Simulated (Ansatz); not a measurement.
# Ti (hcp type): the cost of one run

Computed with Ansatz 0.2.0 (DFT LDA, with the methods named in each step, unless a step's input says otherwise).

## Step 1: The system as given

The structure is hexagonal, space group P6_3/mmc (No. 194). Conventional cell: a = 2.866 Å, b = 2.866 Å, c = 4.530 Å, α = 90.00°, β = 90.00°, γ = 120.00°. Ti (site symmetry -6m2) is surrounded by 12 Ti at 2.80 to 2.87 Å.

Structure file:

```
CELL_PARAMETERS angstrom
2.86578 0.00000 0.00000
-1.43289 2.48184 0.00000
0.00000 0.00000 4.52958
ATOMIC_POSITIONS crystal
Ti 0.33333 0.66667 0.25000
Ti 0.66667 0.33333 0.75000
```

Whether this phase is the stable one at these pressures isn't tested.

Atoms are numbered in the order of the input: Ti1, Ti2.

## Step 2: The reference volume, LAPW

Contents of input.yaml:

```yaml
crystal:
  lattice:
    - [2.865784826, 0.0, 0.0]
    - [-1.432892413, 2.4818424611, 0.0]
    - [0.0, 0.0, 4.5295837646]
  atoms:
    - { symbol: Ti, position: [0.3333333333, 0.6666666667, 0.25] }
    - { symbol: Ti, position: [0.6666666667, 0.3333333333, 0.75] }
kpoints:
  mp_grid: { grid: [15, 15, 8] }
  band_path:
    path:
      - [0.0, 0.0, 0.0]
      - [0.5, 0.0, 0.0]
      - [0.3333333333, 0.3333333333, 0.0]
      - [0.0, 0.0, 0.0]
      - [0.0, 0.0, 0.5]
      - [0.5, 0.0, 0.5]
      - [0.3333333333, 0.3333333333, 0.5]
      - [0.0, 0.0, 0.5]
      - [0.5, 0.0, 0.5]
    npoints: 14
scf:
  occupations: { method: fermi_dirac, width: 0.05 }
hamiltonian:
  xc: lda
  pseudopotentials: { kind: all_electron, lapw: { basis_error: 0.001 } }
output:
  forces: true
  stress: true
  eigenvalues: true
  populations: true
  dos: { projected: true, de: 0.2, e_range: [-14, 8] }
```

The run is started by

```
> ansatz run input.yaml --threads 1 --pin off --max-ram 2048MiB --backend cpu --events-out ev --progress --plain --runs-dir out
```

**Question.** How long does this run take on 1 thread of Arm Neoverse V1, shared host, and how much memory does it need?

About 25 s, with a peak of 0.39 GiB.
